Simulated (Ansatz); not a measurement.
# Te2Pb3Se: the cost of one run

Computed with Ansatz 0.2.0 (DFT PBE, scalar-relativistic, plane waves, PAW, unless a step's input says otherwise).

1 further run of the same task is left out (it didn't finish).

## Step 1: The structure to begin with

The structure is trigonal, space group P-3m1 (No. 164). The conventional cell has a = 4.477 Å, b = 4.477 Å, c = 10.967 Å, α = 90.00°, β = 90.00°, γ = 120.00°. Te (site symmetry 3m) is surrounded by 6 Pb at 3.17 Å. Pb (site symmetry 3m) is surrounded by 3 Te at 3.17 Å and 3 Se at 3.17 Å. Pb (site symmetry -3m) is surrounded by 6 Te at 3.17 Å. Se (site symmetry -3m) has 6 Pb at 3.17 Å as nearest neighbours.

Coordinates:

```cif
data_structure
_symmetry_space_group_name_H-M 'P-3m1'
_symmetry_Int_Tables_number 164
_cell_length_a 4.4771
_cell_length_b 4.4771
_cell_length_c 10.9665
_cell_angle_alpha 90.000
_cell_angle_beta 90.000
_cell_angle_gamma 120.000
_cell_volume 190.36
loop_
_atom_site_label
_atom_site_type_symbol
_atom_site_symmetry_multiplicity
_atom_site_Wyckoff_symbol
_atom_site_fract_x
_atom_site_fract_y
_atom_site_fract_z
_atom_site_occupancy
Te1 Te 2 d 0.33333 0.66667 0.66667 1
Pb1 Pb 2 d 0.66667 0.33333 0.83333 1
Pb2 Pb 1 b 0.00000 0.00000 0.50000 1
Se1 Se 1 a 0.00000 0.00000 0.00000 1
```

The start is an ordering of an alloy on its end members' structure types: elements ordered on the sites of the TePb type, Te/Se on Te (P-3m1, No. 164).

## Step 2: Probe: one point on a coarse mesh

input.yaml

```yaml
crystal:
  lattice:
    - [4.47706106, 0.0, 0.0]
    - [-2.23853053, 3.87724861, 0.0]
    - [0.0, 0.0, 10.96651514]
  atoms:
    - { symbol: Te, position: [0.33333333, 0.66666667, 0.66666667] }
    - { symbol: Te, position: [0.66666667, 0.33333333, 0.33333333] }
    - { symbol: Pb, position: [0.66666667, 0.33333333, 0.83333333] }
    - { symbol: Pb, position: [0.0, 0.0, 0.5] }
    - { symbol: Pb, position: [0.33333333, 0.66666667, 0.16666667] }
    - { symbol: Se, position: [0.0, 0.0, 0.0] }
basis:
  ecutwfc: 420
kpoints:
  mp_grid: { grid: [6, 6, 2] }
hamiltonian:
  xc: pbe
scf:
  occupations: { method: gaussian, width: 0.1 }
  lower_state_search: "off"
output:
  forces: true
  stress: true
  eigenvalues: true
```

On the command line:

```
ansatz run input.yaml --threads 1 --pin off --max-ram 2560MiB --backend cpu --events-out ev --progress --plain --runs-dir out
```

**Question.** How long does this run take on 1 thread of AMD EPYC 9R45 (Zen 5), shared host, and how much memory does it need?

About 3.4 s, with a peak of 0.52 GiB.
